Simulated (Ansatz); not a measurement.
# CH5BFN (SMILES CB(N)F) at revPBE/cc-pVDZ

Aim: the vertical singlet–triplet gap of CH5BFN at revPBE/cc-pVDZ, from 2 runs. 

The results are computed with Ansatz 0.2.0.

126 further runs of the same task are left out: 126 set aside as unsound or not needed.

## (1) The structure to begin with

CH5BFN: 9 atoms, total charge 0, spin state singlet. SMILES: `CB(N)F`. Geometry: relaxed at PBE0-D4/def2-TZVP.

Bond lengths: C1–B2 1.566 Å, B2–N3 1.396 Å, B2–F4 1.347 Å, C1–H5 1.094 Å, C1–H6 1.091 Å, C1–H7 1.094 Å, N3–H8 1.006 Å, N3–H9 1.003 Å. Some angles: C1–B2–N3 124.5°, C1–B2–F4 118.6°, N3–B2–F4 116.9°, B2–C1–H5 110.2°, B2–C1–H6 113.8°, B2–C1–H7 110.2°, B2–N3–H8 122.4°, B2–N3–H9 123.0°, H5–C1–H6 108.1°, H5–C1–H7 106.2°.

## (2) A single-point energy at revPBE/cc-pVDZ

Input file run.yaml:

```yaml
crystal:
  periodic: [false, false, false]
  atoms:
    - {symbol: C, position_ang: [-0.428400, 0.964700, -0.539000]}
    - {symbol: B, position_ang: [0.098200, -0.482300, -0.251400]}
    - {symbol: N, position_ang: [0.546200, -0.928100, 0.993800]}
    - {symbol: F, position_ang: [0.128500, -1.370900, -1.263800]}
    - {symbol: H, position_ang: [0.176600, 1.438400, -1.318100]}
    - {symbol: H, position_ang: [-0.424000, 1.616300, 0.336600]}
    - {symbol: H, position_ang: [-1.450400, 0.924300, -0.928000]}
    - {symbol: H, position_ang: [0.878700, -1.865200, 1.143700]}
    - {symbol: H, position_ang: [0.563100, -0.343500, 1.809000]}
basis:
  gaussian: {orbitals: cc-pVDZ}
total_charge: 0
magnetization: {spin_polarized: false, initial_magnetization: 0}
hamiltonian: {xc: {name: revPBE}}
accuracy: high
output: {orbitals: {seedname: orbitals}}
```

Launch:

```
ansatz run run.yaml --threads 1 --pin off --max-ram 3480MiB --events-out events.jsonl --progress --plain --runs-dir runs
```

Output:

```text
Warning: RAYON_NUM_THREADS=1 ignored (pool sized by the plan → 1); use --threads N
Functional definition: revPBE
  name "revPBE"
  parameter kappa = 1.245
  parameter beta = 0.06672455060314922
  exchange = pbe_x(kappa = kappa, mu = beta*pi^2/3)
  correlation = pbe_c(beta = beta)
1903 factors; integrals over basis functions are off by at most 3.3e-9 eV
mean field evaluation 1: about -5991.8763 eV, gradient 7.3e1 eV
mean field evaluation 2: about -5975.1850 eV, gradient 1.1e2 eV
mean field evaluation 4: about -6003.0221 eV, gradient 6.7e0 eV
mean field evaluation 8: about -6003.0969 eV, gradient 5.3e-1 eV
mean field evaluation 16: about -6003.0974 eV, gradient 1.3e-5 eV
mean field -6003.09737979 eV, -220.6097596617 hartree, gradient 4.1e-8 eV, S^2 0.000000; 0 other end points of the search recorded, 0 dependent functions left out
reference -6003.09738372 eV, -220.6097598060 hartree; 16, 16 occupied and 65, 65 virtual orbitals, 1903 factors
Total energy: -6003.09738372 eV, -220.6097598060 hartree
```

It took 4.8 s on 1 thread of Arm Neoverse V1, shared host; peak memory 0.21 GiB.

## (3) The triplet, same level

Input file in.yaml:

```yaml
crystal:
  periodic: [false, false, false]
  atoms:
    - {symbol: C, position_ang: [-0.428400, 0.964700, -0.539000]}
    - {symbol: B, position_ang: [0.098200, -0.482300, -0.251400]}
    - {symbol: "N", position_ang: [0.546200, -0.928100, 0.993800]}
    - {symbol: F, position_ang: [0.128500, -1.370900, -1.263800]}
    - {symbol: H, position_ang: [0.176600, 1.438400, -1.318100]}
    - {symbol: H, position_ang: [-0.424000, 1.616300, 0.336600]}
    - {symbol: H, position_ang: [-1.450400, 0.924300, -0.928000]}
    - {symbol: H, position_ang: [0.878700, -1.865200, 1.143700]}
    - {symbol: H, position_ang: [0.563100, -0.343500, 1.809000]}
basis:
  gaussian: {orbitals: cc-pVDZ}
magnetization: {spin_polarized: true, initial_magnetization: 2}
hamiltonian: {xc: {name: revPBE}}
accuracy: high
output: {orbitals: {seedname: orbitals}}
```

Launch:

```
ansatz run in.yaml --threads 1 --pin off --max-ram 3480MiB --events-out events.jsonl --progress --plain --runs-dir runs
```

Output:

```text
Warning: RAYON_NUM_THREADS=1 ignored (pool sized by the plan → 1); use --threads N
Functional definition: revPBE
  name "revPBE"
  parameter kappa = 1.245
  parameter beta = 0.06672455060314922
  exchange = pbe_x(kappa = kappa, mu = beta*pi^2/3)
  correlation = pbe_c(beta = beta)
1903 factors; integrals over basis functions are off by at most 3.3e-9 eV
mean field evaluation 1: about -5986.0666 eV, gradient 4.5e1 eV
mean field evaluation 2: about -5961.9102 eV, gradient 7.1e1 eV
mean field evaluation 4: about -5992.6661 eV, gradient 2.3e1 eV
mean field evaluation 8: about -5994.8925 eV, gradient 1.1e1 eV
mean field evaluation 16: about -5995.9285 eV, gradient 1.7e-1 eV
mean field evaluation 32: about -5993.7650 eV, gradient 9.4e0 eV
mean field evaluation 64: about -5995.9330 eV, gradient 8.3e-2 eV
mean field evaluation 96: about -5995.9163 eV, gradient 4.1e-1 eV
mean field evaluation 128: about -5995.8359 eV, gradient 3.4e0 eV
mean field evaluation 160: about -5995.8989 eV, gradient 1.1e0 eV
mean field -5995.93322049 eV, -220.3464816634 hartree, gradient 7.1e-8 eV, S^2 2.003831; 16 other end points of the search recorded, 0 dependent functions left out
reference -5995.93322487 eV, -220.3464818245 hartree; 17, 15 occupied and 64, 66 virtual orbitals, 1903 factors
Total energy: -5995.93322487 eV, -220.3464818245 hartree
```

It took 41 s on 1 thread of Arm Neoverse V1, shared host; peak memory 0.27 GiB.

## (4) Results

At revPBE/cc-pVDZ:

```
                                        quantity          value
                           singlet: total energy  -220.60976 Eh
                            singlet: HOMO energy       -6.41 eV
                            singlet: LUMO energy        0.93 eV
                          singlet: HOMO–LUMO gap        7.33 eV
                           triplet: total energy  -220.34648 Eh
     triplet: HOMO energy (highest over α and β)       -0.19 eV
                                   triplet: ⟨S²⟩          2.004
vertical energy of the triplet above the singlet       7.164 eV
```

What this shows: At this shape the triplet lies 7.16 eV (165 kcal/mol) above the singlet.
